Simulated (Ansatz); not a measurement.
# C2H7GaGe: a ladder of functionals and wavefunction methods

One table from this session's results is given with a row withheld; the runs are named, their logs left out.

Program: Ansatz 0.2.0, Gaussian basis. Level of theory: functionals in def2-TZVPP, the program's frozen cores in correlated methods. These are calculated values, not measurements.

The runs, in order: LDA (SPW92), PBE-D4, revPBE-D4, BLYP-D4, r2SCAN-D4, B97M-V, PBE0-D4, B3LYP-D4, r2SCANh-D4, r2SCAN0-D4, HSE06-D4, BHLYP-D4, CAM-B3LYP-D4, LC-ωPBE, ωB97X-V, ωB97M-V, B2PLYP, PBE-QIDH; CCSD(T)/def2-SVP; CCSD(T)/def2-TZVPP; MP2/def2-QZVPP; extrapolation to the limit; RPA on PBE.

**The relaxed structure**

All runs share one geometry, relaxed beforehand with PBE0-D4 in a triple-zeta def2 set.

SMILES `C=[CH][GaH][GeH3]`, 11 atoms, charge 0, spin multiplicity 1.

Atoms are counted from 1 here; the program's logs count them from 0.

Bond lengths: C1–C2 1.334 Å, C1–H5 1.088 Å, C1–H6 1.088 Å, C2–Ga3 1.953 Å, C2–H7 1.089 Å, Ga3–Ge4 2.446 Å, Ga3–H8 1.573 Å, Ge4–H9 1.542 Å, Ge4–H10 1.542 Å, Ge4–H11 1.542 Å. Angles: C2–C1–H5 121.9°, C2–C1–H6 122.5°, H5–C1–H6 115.6°, C1–C2–Ga3 121.3°, C1–C2–H7 117.7°, Ga3–C2–H7 121.0°, C2–Ga3–Ge4 118.9°, C2–Ga3–H8 120.7°, Ge4–Ga3–H8 120.4°, Ga3–Ge4–H9 111.1°, Ga3–Ge4–H10 111.1°, Ga3–Ge4–H11 113.9°, H9–Ge4–H10 106.6°, H9–Ge4–H11 106.9°, H10–Ge4–H11 106.9°.

Set-up of the first run:

The input, in.yaml:

```yaml
crystal:
  periodic: [false, false, false]
  atoms:
    - {symbol: C, position_ang: [-0.339022, 1.955357, 0.504640]}
    - {symbol: C, position_ang: [-0.148669, 1.007694, 1.423571]}
    - {symbol: Ga, position_ang: [0.175309, -0.848728, 0.912331]}
    - {symbol: Ge, position_ang: [0.221641, -1.430377, -1.463332]}
    - {symbol: H, position_ang: [-0.321989, 1.734666, -0.560303]}
    - {symbol: H, position_ang: [-0.519824, 2.996196, 0.766522]}
    - {symbol: H, position_ang: [-0.179052, 1.304204, 2.470921]}
    - {symbol: H, position_ang: [0.403406, -1.955969, 2.006437]}
    - {symbol: H, position_ang: [1.579604, -2.044227, -1.858618]}
    - {symbol: H, position_ang: [-0.852100, -2.485399, -1.797388]}
    - {symbol: H, position_ang: [-0.019313, -0.233427, -2.404781]}
basis:
  gaussian: {orbitals: def2-TZVPP}
hamiltonian: {xc: lda}
output: {orbitals: {seedname: orbitals}}
```

Steps of the session up to this table: LDA; PBE-D4 (GGA); revPBE-D4 (GGA); BLYP-D4 (GGA); r2SCAN-D4 (meta-GGA); B97M-V (meta-GGA); PBE0-D4 (hybrid); B3LYP-D4 (hybrid); r2SCANh-D4 (hybrid); r2SCAN0-D4 (hybrid); HSE06-D4 (hybrid); BHLYP-D4 (hybrid); CAM-B3LYP-D4 (range-separated); LC-ωPBE (range-separated); ωB97X-V (range-separated); ωB97M-V (range-separated); B2PLYP (double hybrid); PBE-QIDH (double hybrid).

One of the session's tables, all rows but one given; the rest of the session is left out.

It belongs to the step «Frontier levels by functional». 

```
  functional  HOMO (eV)  LUMO (eV)  gap (eV)
 LDA (SPW92)      -6.46      -3.05      3.41
      PBE-D4          ?          ?         ?
   revPBE-D4      -6.28      -2.69      3.59
     BLYP-D4      -6.19      -2.71      3.48
   r2SCAN-D4      -6.60      -2.63      3.97
      B97M-V      -6.66      -2.74      3.92
     PBE0-D4      -7.40      -1.99      5.41
    B3LYP-D4      -7.20      -2.23      4.97
  r2SCANh-D4      -6.99      -2.33      4.65
  r2SCAN0-D4      -7.57      -1.90      5.67
    HSE06-D4      -7.01      -2.36      4.65
    BHLYP-D4      -8.35      -1.18      7.17
CAM-B3LYP-D4      -8.64      -1.05      7.59
     LC-ωPBE      -9.94       0.08     10.02
     ωB97X-V      -9.61      -0.05      9.56
     ωB97M-V      -9.44      -0.23      9.21
```

Q: Estimate the row for PBE-D4 from the others.

The run gave: HOMO (eV): -6.34; LUMO (eV): -2.80; gap (eV): 3.54. In the column «HOMO (eV)» it lies between LDA (SPW92) (-6.46) and revPBE-D4 (-6.28).
